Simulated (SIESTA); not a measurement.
Crystal: Sn3Se.

```
CELL_PARAMETERS angstrom
4.74188 0.00000 0.00000
0.00000 4.74188 0.00000
0.00000 0.00000 4.74188
ATOMIC_POSITIONS crystal
Sn 0.50000 0.50000 0.00000
Sn 0.50000 0.00000 0.50000
Sn 0.00000 0.50000 0.50000
Se 0.00000 0.00000 0.00000
```

The cell comes from a database or a generator and needn't be the stable form of this composition.

Base run:

```yaml
Program: SIESTA 5.4.2
Functional: PBEsol
Potentials_or_basis: PseudoDojo 0.4 standard (PBEsol files)
Basis: DZP (energy shift 0.003 Ry; two zetas on semicore shells)
Grid_cutoff: 500 Ry
Energy_shift: 0.003 Ry
k_mesh: 6 × 6 × 6
Occupations: fermi-dirac, width 0.05 eV
Spin: no spin polarisation
```

Its results: band gap on the k mesh none (metal or under the smearing width); pressure -1.7 GPa.

The run is repeated on the same cell with these changes: functional from PBEsol to PBE; potentials or basis from PseudoDojo 0.4 standard (PBEsol files) to PseudoDojo 0.4 standard (PBE files). What comes out?

Band gap on the k mesh none (metal or under the smearing width); pressure 1.1 GPa.

Caveats: the basis of atomic orbitals isn't converged, which shifts pressures, moduli and gaps.

Not every run made on this cell is shown here.
